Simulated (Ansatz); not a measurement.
**CH6GeSSi: up Jacob's ladder to CCSD(T)**

One table from this session's results is given with a row withheld; the runs are named, their logs left out.

Program: Ansatz 0.2.0, Gaussian basis. Level of theory: functionals in def2-TZVPP, the program's frozen cores in correlated methods. These are calculated values, not measurements.

Plan: PBE-D4, r2SCAN-D4, PBE0-D4, B3LYP-D4, ωB97X-V, ωB97M-V, B2PLYP; CCSD(T)/def2-TZVPP; MP2/def2-QZVPP; extrapolation to the limit.

### The geometry

The geometry comes from an earlier relaxation with PBE0-D4 in a triple-zeta def2 set; it is a stationary point, not always the lowest conformer.

SMILES `[SiH3][CH]1[S][GeH2]1`, 10 atoms, charge 0, spin multiplicity 1.

Atoms are counted from 1 here; the program's logs count them from 0.

Bond lengths: Si1–C2 1.859 Å, Si1–H5 1.490 Å, Si1–H6 1.487 Å, Si1–H7 1.486 Å, C2–S3 1.864 Å, C2–Ge4 1.934 Å, C2–H8 1.088 Å, S3–Ge4 2.186 Å, Ge4–H9 1.526 Å, Ge4–H10 1.526 Å. Angles: C2–Si1–H5 110.1°, C2–Si1–H6 110.9°, C2–Si1–H7 108.7°, H5–Si1–H6 108.8°, H5–Si1–H7 109.3°, H6–Si1–H7 109.1°, Si1–C2–S3 113.9°, Si1–C2–Ge4 120.0°, Si1–C2–H8 117.0°, S3–C2–Ge4 70.2°, S3–C2–H8 112.3°, Ge4–C2–H8 114.3°, C2–S3–Ge4 56.4°, C2–Ge4–S3 53.4°, C2–Ge4–H9 118.8°, C2–Ge4–H10 119.0°, S3–Ge4–H9 116.6°, S3–Ge4–H10 117.0° and more.

The first run:

in.yaml reads:

```yaml
crystal:
  periodic: [false, false, false]
  atoms:
    - {symbol: Si, position_ang: [-0.604386, 1.332356, 0.503453]}
    - {symbol: C, position_ang: [0.025164, 0.083646, -0.721260]}
    - {symbol: S, position_ang: [-1.133447, -1.349873, -1.002234]}
    - {symbol: Ge, position_ang: [0.847070, -1.552651, -0.098948]}
    - {symbol: H, position_ang: [0.426598, 2.381651, 0.739242]}
    - {symbol: H, position_ang: [-1.845309, 1.984263, 0.007229]}
    - {symbol: H, position_ang: [-0.898385, 0.636911, 1.783236]}
    - {symbol: H, position_ang: [0.439370, 0.468227, -1.651427]}
    - {symbol: H, position_ang: [1.925963, -2.207211, -0.957128]}
    - {symbol: H, position_ang: [0.900360, -1.828518, 1.400639]}
basis:
  gaussian: {orbitals: def2-TZVPP}
hamiltonian: {xc: pbe, dispersion: d4}
output: {forces: true, orbitals: {seedname: orbitals}}
```

On the command line:

```bash
$ ansatz run in.yaml --threads 4 --pin off --events-out ev --progress --plain --max-ram 10444MiB
```

Among the steps run: PBE-D4 (GGA); r2SCAN-D4 (meta-GGA); PBE0-D4 (hybrid); B3LYP-D4 (hybrid); ωB97X-V (range-separated); ωB97M-V (range-separated); B2PLYP (double hybrid); CCSD(T) in def2-TZVPP; MP2 in def2-QZVPP.

One table of the session follows, with a row left open; its other results are not shown here.

```
            method  atomisation energy (kJ/mol)
            PBE-D4                       3093.3
         r2SCAN-D4                       3091.6
           PBE0-D4                       3067.2
          B3LYP-D4                       3056.0
           ωB97X-V                       3105.7
           ωB97M-V                       3079.6
            B2PLYP                            ?
     HF/def2-TZVPP                       2217.9
    MP2/def2-TZVPP                       3027.4
   CCSD/def2-TZVPP                       2961.6
CCSD(T)/def2-TZVPP                       3011.9
           MP2/CBS                       3110.1
       CCSD(T)/CBS                       3094.6
```

Q: Estimate the row for B2PLYP from the others.

As computed: atomisation energy (kJ/mol): 3024.9. In the column «atomisation energy (kJ/mol)» it lies between CCSD(T)/def2-TZVPP (3011.9) and MP2/def2-TZVPP (3027.4).

Caveats from the session: Free atoms (1 Si, 1 C, 1 S, 1 Ge, 6 H) were run apart at each level; the atomisation energy is their sum less the molecule, without zero-point or spin-orbit terms.
